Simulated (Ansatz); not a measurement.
Geometry optimisation, DFT PBE, scalar-relativistic, plane waves, PAW in Ansatz.

Input file:

```yaml
accuracy: low
crystal:
  lattice:
    - [5.80316, 0.0, 0.0]
    - [-2.90158, 5.025684, 0.0]
    - [0.0, 0.0, 17.258005]
  atoms:
    - { symbol: W, position: [0.0, 0.0, 0.0579441] }
    - { symbol: C, position: [0.3333333, 0.1666667, 0.1401862] }
    - { symbol: W, position: [0.0, 0.0, 0.2224284] }
    - { symbol: C, position: [0.3333333, 0.1666667, 0.3046705] }
    - { symbol: W, position: [0.0, 0.5, 0.0579441] }
    - { symbol: C, position: [0.3333333, 0.6666667, 0.1401862] }
    - { symbol: W, position: [0.0, 0.5, 0.2224284] }
    - { symbol: C, position: [0.3333333, 0.6666667, 0.3046705] }
    - { symbol: W, position: [0.5, 0.0, 0.0579441] }
    - { symbol: C, position: [0.8333333, 0.1666667, 0.1401862] }
    - { symbol: W, position: [0.5, 0.0, 0.2224284] }
    - { symbol: C, position: [0.8333333, 0.1666667, 0.3046705] }
    - { symbol: W, position: [0.5, 0.5, 0.0579441] }
    - { symbol: C, position: [0.8333333, 0.6666667, 0.1401862] }
    - { symbol: W, position: [0.5, 0.5, 0.2224284] }
    - { symbol: C, position: [0.8333333, 0.6666667, 0.3046705] }
    - { symbol: "N", position: [-0.009025, 0.0034018, 0.3597174] }
    - { symbol: H, position: [-0.1522874, -0.0081363, 0.3944839] }
    - { symbol: H, position: [0.1342374, 0.0149399, 0.3944839] }
basis:
  ecutwfc: 420.0
kpoints:
  mp_grid: { grid: [2, 2, 1] }
hamiltonian:
  xc: pbe
  pseudopotentials: { kind: paw, azcp: { folder: soft_1 } }
scf:
  occupations: { method: fermi_dirac, width: 0.1 }
  lower_state_search: "off"
relax:
  f_tol: 0.08
  max_steps: 25
  adjacent_minimum: "off"
  constraints: [{ sites: [0, 4, 8, 12] }]
```

Launched with:

```bash
$ ansatz run input.yaml --threads 2 --pin off --max-ram 5120MiB --backend cpu --events-out ev --progress --plain --runs-dir out
```

Problem. Where does it end, and by what steps?

Solution. The forces met the threshold. The threshold is loose, so the end isn't yet a minimum. The force dipped under the threshold on the way, but the program's further checks kept it going. Limits of this set-up: coarse k mesh, thin slab, slab without dipole correction, odd electron count without spin, low accuracy level. After 10 steps the energy has fallen by 6.100 eV; N17 moved furthest, 0.99 Å. Joined: C16–N17 (1.94 → 1.33 Å).

| step | energy less start (eV) | largest force component (eV/Å) | accepted |
| --- | --- | --- | --- |
| 0 | 0.0000 | 4.672 | yes |
| 1 | -3.0141 | 2.970 | yes |
| 2 | -4.4012 | 3.366 | yes |
| 3 | -5.3927 | 1.250 | yes |
| 4 | -5.7935 | 2.808 | yes |
| 5 | -5.9875 | 1.403 | yes |
| 6 | -6.0751 | 0.562 | yes |
| 7 | -6.0910 | 0.410 | yes |
| 8 | -6.0967 | 0.187 | yes |
| 9 | -6.0998 | 0.062 | yes |
| 10 | -6.0998 | 0.062 | yes |

```xyz
19
Lattice="5.8032 0.0000 0.0000 -2.9016 5.0257 0.0000 0.0000 0.0000 17.2580" Properties=species:S:1:pos:R:3
W 0.000 0.000 1.000
C 1.438 0.832 2.311
W 0.002 0.036 3.888
C 1.484 0.922 4.986
W -1.451 2.513 1.000
C 0.000 3.345 2.304
W -1.425 2.537 3.838
C 0.004 3.371 5.012
W 2.902 0.000 1.000
C 4.365 0.832 2.311
W 2.901 0.010 3.889
C 4.318 0.925 4.983
W 1.451 2.513 1.000
C 2.902 3.358 2.334
W 1.427 2.535 3.836
C 2.902 3.238 5.129
N -0.008 -0.974 6.183
H -0.898 -0.650 6.581
H 0.865 -0.631 6.603
```

Run time: 54 s on 2 threads of Arm Neoverse V1 (shared host), peak memory 0.93 GiB.
